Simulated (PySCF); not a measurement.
**A diatomic session: AlSb+**

The task here is to estimate one member of a computed series from the others.

Computed with PySCF 2.14.0. Level: Al def2-SVPD, Sb def2-SVPD with ECP28, scalar-relativistic core potentials.

Set-up of the first run:

A driver script around PySCF takes these settings:

```json
{"atoms": "Al, Sb", "charge": "1", "basis": "Al def2-SVPD, Sb def2-SVPD with ECP28", "Hamiltonian": "scalar-relativistic core potentials", "basis functions": "56", "electrons treated": "35", "masses in u": "26.9815, 120.9038", "levels": "PBE0, PBE, r²SCAN, M06-L, LDA, PBEsol, LC-ωPBE, HF, MP2, SCS-MP2, CCSD, CCSD(T)", "grid": "80 radial by 434 angular points", "occupations": "held fixed by the projection of orbital angular momentum", "dissociation limit": "Al+ + Sb, each in its ground configuration", "starting distance in angstrom": "2.660", "values of 2S to try": "1, 3"}
```

Among the steps run: Set-up; PBE0 along the bond; Excited determinants; PBE; r²SCAN; M06-L (meta-GGA); LDA; PBEsol (GGA); LC-ωPBE; UHF (mean field); Adding correlation.

One of the session's tables, all rows but one given; the rest of the session is left out.

It belongs to the step «The curves together». Energy (eV) from each level's lowest point:

| R (Å) | UHF | UHF-MP2 | UHF-SCS-MP2 | UHF-CCSD | UHF-CCSD(T) |
| --- | --- | --- | --- | --- | --- |
| 2.425 | 0.658 | 0.511 | 0.565 | n/a | n/a |
| 2.538 | 0.383 | 0.256 | 0.296 | 0.304 | 0.270 |
| 2.651 | ? | ? | ? | ? | ? |
| 2.735 | 0.127 | 0.052 | 0.072 | 0.071 | 0.052 |
| 2.820 | 0.070 | 0.018 | 0.031 | 0.029 | 0.016 |
| 2.905 | 0.034 | 0.002 | 0.009 | 0.007 | 0.000 |
| 3.017 | 0.008 | 0.000 | 0.000 | 0.000 | 0.000 |
| 3.158 | 0.000 | 0.015 | 0.007 | 0.012 | 0.020 |
| 3.328 | 0.010 | 0.045 | 0.030 | 0.042 | 0.057 |
| 3.553 | 0.040 | 0.093 | 0.069 | n/a | n/a |

**Question.** Estimate the row for R (Å) = 2.651.

Worked estimate for «UHF». A straight line through the neighbours (2.538, 0.383) and (2.735, 0.127) gives 0.383 + (0.127 − 0.383) × (2.651 − 2.538) / (2.735 − 2.538) = 0.236; a parabola fitted to 4 rows on both sides gives 0.205.

**Answer.** UHF: 0.211; UHF-MP2: 0.113; UHF-SCS-MP2: 0.140; UHF-CCSD: 0.142; UHF-CCSD(T): 0.117. In «UHF» the line misses by +0.025 and the parabola by -0.006.

State 3 has its PBE0 minimum 1.11 eV higher. State 4 has its PBE0 minimum 1.36 eV higher. The other levels ran on the lowest alone.
